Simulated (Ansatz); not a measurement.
# RPA@PBE/cc-pVDZ run of C2H7NSi (SMILES C=NC[SiH3])

What is the electronic atomisation energy of C2H7NSi at RPA@PBE/cc-pVDZ? 

The results are computed with Ansatz 0.2.0.

72 further runs of the same task are left out: 72 set aside as unsound or not needed. Runs told in other sessions of the task aren't counted.

### 1 The structure to begin with

The species is C2H7NSi (11 atoms), meant as a singlet with charge 0. SMILES: `C=NC[SiH3]`. The coordinates come from a PBE0-D4/def2-TZVP relaxation. This is one conformer, not always the lowest.

Bond lengths: C1–N2 1.259 Å, N2–C3 1.436 Å, C3–Si4 1.892 Å, C1–H5 1.089 Å, C1–H6 1.099 Å, C3–H7 1.095 Å, C3–H8 1.102 Å, Si4–H9 1.487 Å, Si4–H10 1.484 Å, Si4–H11 1.488 Å. Some angles: C1–N2–C3 118.6°, N2–C3–Si4 109.5°, N2–C1–H5 119.2°, N2–C1–H6 123.3°, N2–C3–H7 109.0°, N2–C3–H8 113.6°, Si4–C3–H7 106.9°, Si4–C3–H8 109.5°, C3–Si4–H9 109.5°, C3–Si4–H10 110.5°.

### 2 A single-point energy at RPA@PBE/cc-pVDZ

Input file molecule.yaml:

```yaml
crystal:
  periodic: [false, false, false]
  atoms:
    - {symbol: C, position_ang: [-0.639400, 1.869300, 0.363900]}
    - {symbol: N, position_ang: [-0.998600, 0.713100, 0.018000]}
    - {symbol: C, position_ang: [-0.299000, -0.417000, 0.562600]}
    - {symbol: Si, position_ang: [0.706300, -1.257400, -0.802700]}
    - {symbol: H, position_ang: [-1.145900, 2.733500, -0.063200]}
    - {symbol: H, position_ang: [0.166900, 2.059000, 1.086600]}
    - {symbol: H, position_ang: [-1.029900, -1.151400, 0.917900]}
    - {symbol: H, position_ang: [0.365200, -0.161700, 1.404500]}
    - {symbol: H, position_ang: [1.729600, -0.311300, -1.319900]}
    - {symbol: H, position_ang: [-0.179800, -1.683000, -1.914500]}
    - {symbol: H, position_ang: [1.389900, -2.450100, -0.232400]}
basis:
  gaussian:
    orbitals: cc-pVDZ
hamiltonian:
  xc: {name: PBE}
correlation:
  method: rpa
  frozen_orbitals: {C: 1, H: 0, "N": 1, Si: 5}
accuracy: high
```

Run with:

```console
$ ansatz run molecule.yaml --threads 1 --pin off --max-ram 3480MiB --events-out events.jsonl --progress --plain --runs-dir runs
```

The program printed:

```text
Warning: RAYON_NUM_THREADS=1 ignored (pool sized by the plan → 1); use --threads N
Functional definition: PBE
  name "PBE"
  parameter kappa = 0.804
  parameter beta = 0.06672455060314922
  exchange = pbe_x(kappa = kappa, mu = beta*pi^2/3)
  correlation = pbe_c(beta = beta)
2314 factors; integrals over basis functions are off by at most 3.8e-9 eV
mean field evaluation 1: about -11538.6376 eV, gradient 5.1e1 eV
mean field evaluation 2: about -11538.6247 eV, gradient 5.1e1 eV
mean field evaluation 4: about -11544.0134 eV, gradient 2.7e1 eV
mean field evaluation 8: about -11545.6394 eV, gradient 2.7e-1 eV
mean field evaluation 16: about -11545.6397 eV, gradient 7.2e-6 eV
mean field -11545.63967910 eV, -424.2944322913 hartree, gradient 7.2e-8 eV, S^2 0.000000; 0 other end points of the search recorded, 0 dependent functions left out
8 core orbitals not correlated: weight in the atoms' cores, before any rotation towards them, 1.000 or more for the frozen orbitals, at most 0.000 for the correlated occupied ones
reference -11513.83422025 eV, -423.1256032370 hartree; 12, 12 occupied and 75, 75 virtual orbitals, 2314 factors
Total energy: -11538.99872942 eV, -424.0503818920 hartree
```

Run time: 16 s. Hardware: 1 thread of Arm Neoverse V2, shared host; peak memory 0.41 GiB.

### 3 The C atom, same level

Input file job.yaml:

```yaml
crystal:
  periodic: [false, false, false]
  atoms:
    - {symbol: C, position_ang: [0.000000, 0.000000, 0.000000]}
basis:
  gaussian:
    orbitals: cc-pVDZ
magnetization:
  spin_polarized: true
  initial_magnetization: 2
hamiltonian:
  xc: pbe
correlation:
  method: rpa
  frozen_orbitals: {C: 1}
accuracy: high
```

Run the same way, it converges to -37.81749 Eh (log not shown).

### 4 The H atom, same level

Input file molecule.yaml:

```yaml
crystal:
  periodic: [false, false, false]
  atoms:
    - {symbol: H, position_ang: [0.000000, 0.000000, 0.000000]}
basis:
  gaussian: {orbitals: cc-pVDZ}
magnetization: {spin_polarized: true, initial_magnetization: 1}
hamiltonian: {xc: {name: PBE}}
correlation: {method: rpa, frozen_orbitals: {H: 0}}
accuracy: high
```

Run the same way, it converges to -0.51276 Eh (log not shown).

### 5 The N atom

Input file molecule.yaml:

```yaml
crystal:
  periodic: [false, false, false]
  atoms:
    - symbol: "N"
      position_ang: [0.000000, 0.000000, 0.000000]
basis:
  gaussian:
    orbitals: cc-pVDZ
magnetization:
  spin_polarized: true
  initial_magnetization: 3
hamiltonian:
  xc: {name: PBE}
correlation:
  method: rpa
  frozen_orbitals: {"N": 1}
accuracy: high
```

Run the same way, it converges to -54.53287 Eh (log not shown).

### 6 The Si atom, same level

Input file job.yaml:

```yaml
crystal:
  periodic: [false, false, false]
  atoms:
    - {symbol: Si, position_ang: [0.000000, 0.000000, 0.000000]}
basis:
  gaussian:
    orbitals: cc-pVDZ
magnetization:
  spin_polarized: true
  initial_magnetization: 2
hamiltonian:
  xc: pbe
correlation:
  method: rpa
  frozen_orbitals: {Si: 5}
accuracy: high
```

Run the same way, it converges to -288.95876 Eh (log not shown).

### 7 Outcome

At RPA@PBE/cc-pVDZ, 8 core orbitals frozen:

| quantity | value |
| --- | --- |
| molecule: total energy | -424.05038 Eh |
| molecule: RPA correlation energy (valence) | -924.8 mEh |
| C atom: total energy | -37.81749 Eh |
| C atom: RPA correlation energy (valence) | -133.1 mEh |
| C atom: ⟨S²⟩ of the reference determinant | 2.002 |
| H atom: total energy | -0.51276 Eh |
| H atom: RPA correlation energy | -13.5 mEh |
| H atom: ⟨S²⟩ of the reference determinant | 0.750 |
| N atom: total energy | -54.53287 Eh |
| N atom: RPA correlation energy (valence) | -142.9 mEh |
| N atom: ⟨S²⟩ of the reference determinant | 3.751 |
| Si atom: total energy | -288.95876 Eh |
| Si atom: RPA correlation energy (valence) | -112.9 mEh |
| Si atom: ⟨S²⟩ of the reference determinant | 2.003 |
| electronic atomisation energy | 36.312 eV |

In words: Taking the molecule apart into free atoms costs 36.31 eV (3504 kJ/mol), before zero-point energy and without spin-orbit coupling.
